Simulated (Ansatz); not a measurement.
# Al3Ga3N2: the cost of one run

Method: DFT PBE, scalar-relativistic, plane waves, PAW, unless a step names another level, in Ansatz 0.2.0.

7 further runs of the same task are left out: 7 set aside as unsound or not needed.

## Step 1: The formula and the candidates

Pauling electronegativities: Al 1.61, Ga 1.81, N 3.04 (spread 1.43). No set of common oxidation states balances it. Tabulated atomic sizes suggest about 15 Å³/atom. 25 candidates were drawn, by swapping species into database cells of other compounds, at random by space group and Wyckoff sites, or by hand, as the table says:

| name | made from | space group no. | Wyckoff sites | atoms (primitive cell) | V (Å³/atom) |
| --- | --- | --- | --- | --- | --- |
| c01 | random | 115 | Al 2e, 1b; Ga 2g, 1d; N 1a, 1c | 8 | 16.9 |
| c02 | database cell of Fe3Ni3Pt2 | 47 | Al 1g, 1b, 1d; Ga 2t, 1e; N 2q | 8 | 15.5 |
| c03 | built by hand: tetragonal rocksalt-fcc intergrowth | 123 | Al 1a, 2h; Ga 2g, 1d; N 2g | 8 | 14.7 |
| c04 | random | 156 | Al 1c, 1a, 1a; Ga 3d; N 1b, 1a | 8 | 16.6 |
| c05 | database cell of Nb3V3Ir2 | 155 | Al 9e; Ga 9d; N 6c | 8 | 16.2 |
| c06 | database cell of Li3H3N2 | 6 | Al 1a, 1b, 1a; Ga 2c, 1b; N 1a, 1b | 8 | 13.2 |
| c07 | database cell of Mn3Fe3Ge2 | 187 | Al 3k; Ga 3j; N 1b, 1e | 8 | 13.3 |
| c08 | database cell of Ta2Pd3Ru3 | 47 | Al 2t, 1g; Ga 1e, 1d, 1b; N 2q | 8 | 15.8 |
| c09 | random | 69 | Al 8d, 4a; Ga 8i, 4b; N 8g | 8 | 15.3 |
| c10 | random | 191 | Al 2c, 1b; Ga 3f; N 2d | 8 | 15.7 |
| c11 | database cell of Ti3In3Rh2 | 189 | Al 3g; Ga 3f; N 2c | 8 | 14.8 |
| c12 | random | 44 | Al 4c, 2b; Ga 4c, 2a; N 2b, 2a | 8 | 15.1 |
| c13 | random | 191 | Al 2d, 1a; Ga 1b, 2c; N 2e | 8 | 14.8 |
| c14 | database cell of Nb2Al3Ga3 | 115 | Al 1d, 1a, 1c; Ga 2g, 1b; N 2g | 8 | 14.2 |
| c15 | built by hand: MAX-derived Al3N2 slab with triple Ga layer | 164 | Al 2d, 1a; Ga 2d, 1b; N 2d | 8 | 14.7 |
| c16 | random | 123 | Al 1c, 2f; Ga 2e, 1a; N 2h | 8 | 15.0 |
| c17 | built by hand: ordered epsilon-Fe3N | 150 | Al 3e; Ga 3f; N 2d | 8 | 14.7 |
| c18 | random | 191 | Al 2c, 1b; Ga 3f; N 2e | 8 | 15.2 |
| c19 | random | 221 | Al 3d; Ga 3c; N 1b, 1a | 8 | 16.8 |
| c20 | built by hand: wurtzite AlN slab with mixed Ga-Al metal | 156 | Al 1b, 1a, 1c; Ga 1a, 1b, 1b; N 1a, 1b | 8 | 14.7 |
| c21 | built by hand: wurtzite AlN slab with Ga layers | 156 | Al 1b, 1a, 1a; Ga 1b, 1b, 1c; N 1a, 1b | 8 | 14.7 |
| c22 | database cell of La2In3Sn3 | 47 | Al 2t, 1e; Ga 1g, 1b, 1d; N 2q | 8 | 15.1 |
| c23 | random | 187 | Al 3k; Ga 3j; N 1b, 1d | 8 | 15.3 |
| c24 | random | 166 | Al 9d; Ga 3a, 6c; N 6c | 8 | 15.8 |
| c25 | random | 139 | Al 2b, 4c; Ga 4d, 2a; N 4e | 8 | 15.0 |

## Step 2: Screening run of c21

Contents of input.yaml:

```yaml
crystal:
  lattice:
    - [3.1, 0.0, 0.0]
    - [-1.55, 2.68467875, 0.0]
    - [0.0, 0.0, 14.1]
  atoms:
    - { symbol: Al, position: [0.33333333, 0.66666667, 0.177] }
    - { symbol: Al, position: [0.0, 0.0, 0.355] }
    - { symbol: Al, position: [0.0, 0.0, 0.0] }
    - { symbol: Ga, position: [0.33333333, 0.66666667, 0.517] }
    - { symbol: Ga, position: [0.33333333, 0.66666667, 0.839] }
    - { symbol: Ga, position: [0.66666667, 0.33333333, 0.678] }
    - { symbol: "N", position: [0.0, 0.0, 0.135] }
    - { symbol: "N", position: [0.33333333, 0.66666667, 0.312] }
basis:
  ecutwfc: 420
kpoints:
  mp_grid: { grid: [6, 6, 2] }
hamiltonian:
  xc: pbe
scf:
  occupations: { method: gaussian, width: 0.2 }
  lower_state_search: "off"
output:
  forces: true
  stress: true
  eigenvalues: true
relax:
  adjacent_minimum: "off"
  f_tol: 0.08
  max_steps: 16
  cell: { stress_tol: 0.8 }
```

The run is started by

```bash
$ ansatz run input.yaml --threads 1 --pin off --max-ram 2560MiB --backend cpu --events-out ev --progress --plain --runs-dir out
```

Q: Estimate wall time and peak memory on 1 thread of Intel Xeon at 2.50GHz (Skylake/Cascade Lake), shared host.

About 65 s, with a peak of 0.4 GiB.
